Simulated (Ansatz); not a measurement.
**CAlF₂NO: a spread of methods and bases**

How do the results and run time of CAlF₂NO respond when the settings are drawn wide?

Method: the settings change from run to run; program: Ansatz 0.2.0, Gaussian basis.

**1. The molecule**

An earlier PBE0-D4 in a triple-zeta def2 set relaxation fixed the geometry.

SMILES `O=C=[N][Al]([F])[F]`, 6 atoms, charge 0, spin multiplicity 1.

Atoms are counted from 1 here; the program's logs count them from 0.

Bond lengths: O1–C2 1.162 Å, C2–N3 1.196 Å, N3–Al4 1.738 Å, Al4–F5 1.631 Å, Al4–F6 1.631 Å. Angles: O1–C2–N3 180.0°, C2–N3–Al4 179.4°, N3–Al4–F5 120.5°, N3–Al4–F6 120.5°, F5–Al4–F6 119.0°.

Geometry (Å):

```tsv
atom	x (Å)	y (Å)	z (Å)
O1	1.7256	-2.1149	1.0370
C2	1.0419	-1.2749	0.6164
N3	0.3382	-0.4102	0.1825
Al4	-0.6937	0.8465	-0.4322
F5	-1.1932	0.8217	-1.9844
F6	-1.1768	2.0678	0.5345
```

**2. wB97X-V/aug-pcseg-2**

Set apart from the defaults: density fitting with def2-universal-jkfit, a point charge of -1.00 e beside it.

Input file in.yaml:

```yaml
crystal:
  periodic: [false, false, false]
  atoms:
    - {symbol: O, position_ang: [1.725573, -2.114914, 1.036952]}
    - {symbol: C, position_ang: [1.041885, -1.274924, 0.616367]}
    - {symbol: N, position_ang: [0.338238, -0.410173, 0.182501]}
    - {symbol: Al, position_ang: [-0.693680, 0.846495, -0.432172]}
    - {symbol: F, position_ang: [-1.193163, 0.821691, -1.984361]}
    - {symbol: F, position_ang: [-1.176753, 2.067826, 0.534514]}
basis:
  gaussian: {orbitals: aug-pcseg-2, fitting: {mean_field: def2-universal-jkfit}, point_charges: [{charge: -1.00, position_ang: [5.362, 0.598, 0.160]}]}
hamiltonian: {xc: {name: wB97X-V}}
output: {forces: true}
```

Started as:

```sh
ansatz run in.yaml --threads 2 --pin off --events-out ev --progress --plain --max-ram 32768MiB --backend cpu
```

Standard output, shortened:

```text
Functional definition: wB97X-V
  name "wB97X-V"
  cite "Mardirossian & Head-Gordon, Phys. Chem. Chem. Phys. 16, 9904 (2014) doi:10.1039/C3CP54374A"
  cite "Becke, J. Chem. Phys. 107, 8554 (1997) doi:10.1063/1.475007"
  cite "Vydrov & Van Voorhis, J. Chem. Phys. 133, 244103 (2010) doi:10.1063/1.3521275"
[...]
      + integral(e_c_pw_opposite_spin*poly(b97_u_opposite, cos0, cos1)) + vv10(b, c)
511 factors; integrals over basis functions are off by at most 7.7e-1 eV
511 factors; integrals over basis functions are off by at most 1.4e-2 eV
[...]
mean field -16610.53321887 eV, -610.4258367698 hartree, gradient 8.3e-5 eV, S^2 0.000000; 0 other end points of the search recorded, 0 dependent functions left out
[...]
reference -16610.53321528 eV, -610.4258366378 hartree; 26, 26 occupied and 254, 254 virtual orbitals, 511 factors
Total energy: -16610.53321528 eV, -610.4258366378 hartree
Atom 0 at     1.725573    -2.114914     1.036952 Å, force    -0.190340    -0.056289     0.008454 eV/Å
Atom 1 at     1.041885    -1.274924     0.616367 Å, force     0.567455    -0.231564     0.148258 eV/Å
Atom 2 at     0.338238    -0.410173     0.182501 Å, force    -0.546529     0.266744    -0.159745 eV/Å
Atom 3 at    -0.693680     0.846495    -0.432172 Å, force     0.727014    -0.248868     0.172984 eV/Å
Atom 4 at    -1.193163     0.821691    -1.984361 Å, force    -0.234051     0.033180    -0.257804 eV/Å
Atom 5 at    -1.176753     2.067826     0.534514 Å, force    -0.241074     0.210444     0.109021 eV/Å
Dipole moment:     0.121220     0.046671    -0.011141 e Å
```

Wall time 14 s (2 threads, shared host); peak memory 0.79 GiB.

Largest force 0.788 eV/Å, dipole 0.63 D.

**3. wB97/ANO-RCC-VTZP**

Options: charge +1, multiplicity 2, high accuracy.

Edit in.yaml of step 2 so:

```diff
@@ -10,4 +10,6 @@
 basis:
-  gaussian: {orbitals: aug-pcseg-2, fitting: {mean_field: def2-universal-jkfit}, point_charges: [{charge: -1.00, position_ang: [5.362, 0.598, 0.160]}]}
-hamiltonian: {xc: {name: wB97X-V}}
-output: {forces: true}
+  gaussian: {orbitals: ANO-RCC-VTZP}
+total_charge: 1
+magnetization: {spin_polarized: true, initial_magnetization: 1}
+hamiltonian: {xc: {name: wB97}}
+accuracy: high
```

The command is unchanged.

Standard output, shortened:

```text
Functional definition: wB97
  name "wB97"
  cite "Chai & Head-Gordon, J. Chem. Phys. 128, 084106 (2008) doi:10.1063/1.2834918"
  cite "Becke, J. Chem. Phys. 107, 8554 (1997) doi:10.1063/1.475007"
[...]
  # The coefficients of nought are those of the uniform gas.
[...]
      + integral(e_c_pw_opposite_spin*poly(b97_u_opposite, 1, cos1, cos2, cos3, cos4))
3295 factors; integrals over basis functions are off by at most 3.2e-9 eV
747 factors; integrals over basis functions are off by at most 1.2e-9 eV
[...]
mean field -16621.16559774 eV, -610.8165694861 hartree, gradient 6.1e-8 eV, S^2 0.781233; 2 other end points of the search recorded, 0 dependent functions left out
reference -16621.16559605 eV, -610.8165694243 hartree; 26, 25 occupied and 158, 159 virtual orbitals, 3295 factors
Total energy: -16621.16559605 eV, -610.8165694243 hartree
Relativity: scalar
```

Run time: 2.6 min. Hardware: 2 threads, shared host; peak memory 1.8 GiB.

⟨S²⟩ 0.781.

**4. wB97X-V/STO-3G**

Set apart from the defaults: coordinates scaled by 0.96.

Input file in.yaml:

```yaml
crystal:
  periodic: [false, false, false]
  atoms:
    - {symbol: O, position_ang: [1.656550, -2.030318, 0.995474]}
    - {symbol: C, position_ang: [1.000210, -1.223927, 0.591712]}
    - {symbol: N, position_ang: [0.324708, -0.393766, 0.175201]}
    - {symbol: Al, position_ang: [-0.665933, 0.812635, -0.414885]}
    - {symbol: F, position_ang: [-1.145437, 0.788823, -1.904987]}
    - {symbol: F, position_ang: [-1.129683, 1.985113, 0.513134]}
basis:
  gaussian: {orbitals: STO-3G}
hamiltonian: {xc: {name: wB97X-V}}
```

The command is unchanged.

Standard output, shortened:

```text
Functional definition: wB97X-V
  name "wB97X-V"
  cite "Mardirossian & Head-Gordon, Phys. Chem. Chem. Phys. 16, 9904 (2014) doi:10.1039/C3CP54374A"
  cite "Becke, J. Chem. Phys. 107, 8554 (1997) doi:10.1063/1.475007"
  cite "Vydrov & Van Voorhis, J. Chem. Phys. 133, 244103 (2010) doi:10.1063/1.3521275"
[...]
      + integral(e_c_pw_opposite_spin*poly(b97_u_opposite, cos0, cos1)) + vv10(b, c)
454 factors; integrals over basis functions are off by at most 2.8e-5 eV
141 factors; integrals over basis functions are off by at most 4.3e-7 eV
[...]
mean field -16383.56728540 eV, -602.0849925579 hartree, gradient 6.4e-5 eV, S^2 0.000000; 0 other end points of the search recorded, 0 dependent functions left out
reference -16383.56728468 eV, -602.0849925313 hartree; 26, 26 occupied and 8, 8 virtual orbitals, 454 factors
Total energy: -16383.56728468 eV, -602.0849925313 hartree
```

Wall time 1.9 s (2 threads, shared host).

**5. B3LYP5/STO-3G**

Input file in.yaml:

```yaml
crystal:
  periodic: [false, false, false]
  atoms:
    - {symbol: O, position_ang: [1.725573, -2.114914, 1.036952]}
    - {symbol: C, position_ang: [1.041885, -1.274924, 0.616367]}
    - {symbol: N, position_ang: [0.338238, -0.410173, 0.182501]}
    - {symbol: Al, position_ang: [-0.693680, 0.846495, -0.432172]}
    - {symbol: F, position_ang: [-1.193163, 0.821691, -1.984361]}
    - {symbol: F, position_ang: [-1.176753, 2.067826, 0.534514]}
basis:
  gaussian: {orbitals: STO-3G}
hamiltonian: {xc: {name: B3LYP5}}
```

Same command.

Standard output, shortened:

```text
Functional definition: B3LYP5
  name "B3LYP5"
  cite "Stephens, Devlin, Chabalowski & Frisch, J. Phys. Chem. 98, 11623 (1994) doi:10.1021/j100096a001"
  cite "Becke, Phys. Rev. A 38, 3098 (1988) doi:10.1103/PhysRevA.38.3098"
  cite "Lee, Yang & Parr, Phys. Rev. B 37, 785 (1988) doi:10.1103/PhysRevB.37.785"
  cite "Vosko, Wilk & Nusair, Can. J. Phys. 58, 1200 (1980) doi:10.1139/p80-159"
[...]
450 factors; integrals over basis functions are off by at most 2.3e-5 eV
[...]
mean field -16381.89667799 eV, -602.0235988678 hartree, gradient 4.4e-5 eV, S^2 0.000000; 0 other end points of the search recorded, 0 dependent functions left out
reference -16381.89681039 eV, -602.0236037332 hartree; 26, 26 occupied and 8, 8 virtual orbitals, 450 factors
Total energy: -16381.89681039 eV, -602.0236037332 hartree
```

Wall time 0.6 s (2 threads, shared host).

**6. B97/6-31++G****

This run has finite nuclei, the search for lower states set to full.

Edit in.yaml of step 5 so:

```diff
@@ -10,3 +10,4 @@
 basis:
-  gaussian: {orbitals: STO-3G}
-hamiltonian: {xc: {name: B3LYP5}}
+  gaussian: {orbitals: "6-31++G**", nuclear_model: gaussian}
+hamiltonian: {xc: {name: B97}}
+scf: {lower_state_search: full}
```

The command is unchanged.

Standard output, shortened:

```text
Functional definition: B97
  name "B97"
  cite "Becke, J. Chem. Phys. 107, 8554 (1997) doi:10.1063/1.475007"
[...]
      + integral(e_c_pw_opposite_spin*poly(b97_u_opposite, cos0, cos1, cos2))
1072 factors; their error is unknown
[...]
mean field -16605.77181827 eV, -610.2508585250 hartree, gradient 4.7e-5 eV, S^2 0.000000; 0 other end points of the search recorded, 0 dependent functions left out
reference -16605.77186864 eV, -610.2508603761 hartree; 26, 26 occupied and 92, 92 virtual orbitals, 1072 factors
Total energy: -16605.77186864 eV, -610.2508603761 hartree
```

Run time: 4 s. Hardware: 2 threads, shared host.

**7. wPBEh/x2c-TZVPPall**

Edit in.yaml of step 6 so:

```diff
@@ -10,4 +10,3 @@
 basis:
-  gaussian: {orbitals: "6-31++G**", nuclear_model: gaussian}
-hamiltonian: {xc: {name: B97}}
-scf: {lower_state_search: full}
+  gaussian: {orbitals: x2c-TZVPPall}
+hamiltonian: {xc: {name: wPBEh}}
```

The command is unchanged.

Standard output, shortened:

```text
Functional definition: wPBEh
  name "wPBEh"
  cite "Heyd, Scuseria & Ernzerhof, J. Chem. Phys. 118, 8207 (2003) doi:10.1063/1.1564060"
  cite "Krukau, Vydrov, Izmaylov & Scuseria, J. Chem. Phys. 125, 224106 (2006) doi:10.1063/1.2404663"
  cite "Heyd & Scuseria, J. Chem. Phys. 120, 7274 (2004) doi:10.1063/1.1668634"
  cite "Ernzerhof & Perdew, J. Chem. Phys. 109, 3313 (1998) doi:10.1063/1.476928"
  cite "Perdew, Burke & Ernzerhof, Phys. Rev. Lett. 77, 3865 (1996) doi:10.1103/PhysRevLett.77.3865"
  parent pbe
[...]
1084 factors; their error is unknown
79 factors; integrals over basis functions are off by at most 7.1e-7 eV
[...]
mean field -16622.29511154 eV, -610.8580783529 hartree, gradient 7.0e-5 eV, S^2 0.000000; 0 other end points of the search recorded, 0 dependent functions left out
reference -16622.29515374 eV, -610.8580799035 hartree; 26, 26 occupied and 171, 171 virtual orbitals, 1084 factors
Total energy: -16622.29515374 eV, -610.8580799035 hartree
Relativity: scalar
```

It took 3.8 s on 2 threads, shared host; peak memory 0.45 GiB.

**8. B3LYP/def2-SVPD**

Options: charge -1, multiplicity 2, atoms shaken by 0.08 Å, D3(BJ) dispersion, high accuracy, the search for lower states set to off.

Input file in.yaml:

```yaml
crystal:
  periodic: [false, false, false]
  atoms:
    - {symbol: O, position_ang: [1.764206, -2.102179, 0.973539]}
    - {symbol: C, position_ang: [1.033198, -1.296851, 0.510862]}
    - {symbol: N, position_ang: [0.371906, -0.328770, 0.152200]}
    - {symbol: Al, position_ang: [-0.642280, 0.834042, -0.284348]}
    - {symbol: F, position_ang: [-1.236729, 0.866603, -2.106408]}
    - {symbol: F, position_ang: [-1.130295, 2.056757, 0.555168]}
basis:
  gaussian: {orbitals: def2-SVPD}
total_charge: -1
magnetization: {spin_polarized: true, initial_magnetization: 1}
hamiltonian: {xc: {name: B3LYP}, dispersion: d3bj}
accuracy: high
scf: {lower_state_search: off}
output: {forces: true}
```

The command is unchanged.

Standard output, shortened:

```text
Functional definition: B3LYP
  name "B3LYP"
  cite "Stephens, Devlin, Chabalowski & Frisch, J. Phys. Chem. 98, 11623 (1994) doi:10.1021/j100096a001"
  cite "Becke, Phys. Rev. A 38, 3098 (1988) doi:10.1103/PhysRevA.38.3098"
  cite "Lee, Yang & Parr, Phys. Rev. B 37, 785 (1988) doi:10.1103/PhysRevB.37.785"
  cite "Vosko, Wilk & Nusair, Can. J. Phys. 58, 1200 (1980) doi:10.1139/p80-159"
[...]
2552 factors; integrals over basis functions are off by at most 3.2e-9 eV
[...]
mean field -16600.68616420 eV, -610.0639641853 hartree, gradient 4.7e-8 eV, S^2 0.750758; 0 other end points of the search recorded, 0 dependent functions left out
[...]
reference -16600.68619758 eV, -610.0639654118 hartree; 27, 26 occupied and 106, 107 virtual orbitals, 2552 factors
Total energy: -16600.86911445 eV, -610.0706874828 hartree
Atom 0 at     1.764206    -2.102179     0.973539 Å, force    -0.518995    -0.096619    -0.341883 eV/Å
Atom 1 at     1.033198    -1.296851     0.510862 Å, force    -0.165980     1.881417    -0.010841 eV/Å
Atom 2 at     0.371906    -0.328770     0.152200 Å, force     5.028250    -6.473205     2.066735 eV/Å
Atom 3 at    -0.642280     0.834042    -0.284348 Å, force    -4.075901     0.896982    -6.785158 eV/Å
Atom 4 at    -1.236729     0.866603    -2.106408 Å, force     1.002461    -0.058258     2.468208 eV/Å
Atom 5 at    -1.130295     2.056757     0.555168 Å, force    -1.269835     3.849683     2.602939 eV/Å
Dipole moment:     0.528708    -0.366626     0.343729 e Å
Checks for a lower state left out: stability, starts, cluster_reference, orbital_swaps, neighbouring_geometries, increment
```

It took 13 s on 2 threads, shared host; peak memory 0.63 GiB.

Largest force 8.453 eV/Å, ⟨S²⟩ 0.751.

**9. PBE0/def2-SVPD**

This run has charge -1, multiplicity 2, atoms shaken by 0.15 Å, D3(BJ) dispersion, the search for lower states set to off.

Input file in.yaml:

```yaml
crystal:
  periodic: [false, false, false]
  atoms:
    - {symbol: O, position_ang: [1.909587, -2.116174, 0.975611]}
    - {symbol: C, position_ang: [0.797345, -1.428421, 0.404755]}
    - {symbol: N, position_ang: [0.531642, -0.507525, 0.176315]}
    - {symbol: Al, position_ang: [-0.601339, 1.064804, -0.520560]}
    - {symbol: F, position_ang: [-1.188548, 0.818267, -1.499868]}
    - {symbol: F, position_ang: [-1.181606, 1.909628, 0.394491]}
basis:
  gaussian: {orbitals: def2-SVPD}
total_charge: -1
magnetization: {spin_polarized: true, initial_magnetization: 1}
hamiltonian: {xc: {name: PBE0}, dispersion: d3bj}
scf: {lower_state_search: off}
```

Launched as before.

Standard output, shortened:

```text
Functional definition: PBE0
  name "PBE0"
  cite "Adamo & Barone, J. Chem. Phys. 110, 6158 (1999) doi:10.1063/1.478522"
  cite "Perdew, Burke & Ernzerhof, Phys. Rev. Lett. 77, 3865 (1996) doi:10.1103/PhysRevLett.77.3865"
  parent pbe
[...]
1144 factors; their error is unknown
[...]
mean field -16569.44754596 eV, -608.9159661391 hartree, gradient 5.3e-6 eV, S^2 0.750611; 0 other end points of the search recorded, 0 dependent functions left out
reference -16569.44758178 eV, -608.9159674554 hartree; 27, 26 occupied and 106, 107 virtual orbitals, 1144 factors
Total energy: -16569.53682269 eV, -608.9192469983 hartree
Checks for a lower state left out: stability, starts, cluster_reference, orbital_swaps, neighbouring_geometries, increment
```

It took 3.5 s on 2 threads, shared host.

⟨S²⟩ 0.751.

**10. revPBE/def2-mTZVP**

This run has D3(BJ) with three-body dispersion.

Input file in.yaml:

```yaml
crystal:
  periodic: [false, false, false]
  atoms:
    - {symbol: O, position_ang: [1.725573, -2.114914, 1.036952]}
    - {symbol: C, position_ang: [1.041885, -1.274924, 0.616367]}
    - {symbol: N, position_ang: [0.338238, -0.410173, 0.182501]}
    - {symbol: Al, position_ang: [-0.693680, 0.846495, -0.432172]}
    - {symbol: F, position_ang: [-1.193163, 0.821691, -1.984361]}
    - {symbol: F, position_ang: [-1.176753, 2.067826, 0.534514]}
basis:
  gaussian: {orbitals: def2-mTZVP}
hamiltonian: {xc: {name: revPBE}, dispersion: d3bjatm}
output: {forces: true}
```

The command is unchanged.

Standard output, shortened:

```text
Functional definition: revPBE
  name "revPBE"
  cite "Zhang & Yang, Phys. Rev. Lett. 80, 890 (1998) doi:10.1103/PhysRevLett.80.890"
  cite "Perdew, Burke & Ernzerhof, Phys. Rev. Lett. 77, 3865 (1996) doi:10.1103/PhysRevLett.77.3865"
[...]
991 factors; their error is unknown
[...]
mean field -16609.50560015 eV, -610.3880724782 hartree, gradient 2.1e-5 eV, S^2 0.000000; 0 other end points of the search recorded, 0 dependent functions left out
[...]
reference -16609.50565438 eV, -610.3880744710 hartree; 26, 26 occupied and 96, 96 virtual orbitals, 991 factors
Total energy: -16609.74709268 eV, -610.3969471652 hartree
Atom 0 at     1.725573    -2.114914     1.036952 Å, force     1.252271    -1.537448     0.769137 eV/Å
Atom 1 at     1.041885    -1.274924     0.616367 Å, force    -0.297894     0.365951    -0.182359 eV/Å
Atom 2 at     0.338238    -0.410173     0.182501 Å, force    -0.621477     0.764939    -0.386998 eV/Å
Atom 3 at    -0.693680     0.846495    -0.432172 Å, force     0.198033    -0.241395     0.117052 eV/Å
Atom 4 at    -1.193163     0.821691    -1.984361 Å, force    -0.269872    -0.018943    -0.851255 eV/Å
Atom 5 at    -1.176753     2.067826     0.534514 Å, force    -0.261061     0.666895     0.534423 eV/Å
Dipole moment:    -0.023769     0.029779    -0.015113 e Å
```

It took 1.6 s on 2 threads, shared host.

Largest force 2.127 eV/Å, dipole 0.20 D.

**11. All runs side by side**

```tsv
level	charge	multiplicity	geometry	functions	energy (eV)	time
wB97X-V/aug-pcseg-2	0	1	relaxed, point charge	280	-16610.533	14 s
wB97/ANO-RCC-VTZP	1	2	relaxed	184	-16621.166	2.6 min
wB97X-V/STO-3G	0	1	scaled	34	-16383.567	1.9 s
B3LYP5/STO-3G	0	1	relaxed	34	-16381.897	0.6 s
B97/6-31++G**	0	1	relaxed	118	-16605.772	4 s
wPBEh/x2c-TZVPPall	0	1	relaxed	197	-16622.295	3.8 s
B3LYP/def2-SVPD	-1	2	shaken	133	-16600.869	13 s
PBE0/def2-SVPD	-1	2	shaken	133	-16569.537	3.5 s
revPBE/def2-mTZVP	0	1	relaxed	122	-16609.747	1.6 s
```

**12. Results**

| quantity | value |
| --- | --- |
| runs | 9 |
| quickest | B3LYP5/STO-3G, 0.6 s |
| slowest | wB97/ANO-RCC-VTZP, 2.6 min |
| spread of total energies, same state and geometry | 240.4 eV |

Run time spans a factor of 262, from B3LYP5/STO-3G to wB97/ANO-RCC-VTZP. The jobs differ in tasks and options as well as level. The totals spread over 240 eV; they can't be compared across methods or bases. Some of these runs are scalar-relativistic and others not, which shifts the totals of all-electron atoms past neon by eV; core potentials, where a basis has them, take the core out of the total altogether. At the PBE0-D4/def2-TZVP geometry and in the same state, runs without warnings or point charges leave forces up to 2.13 eV/Å (revPBE/def2-mTZVP).
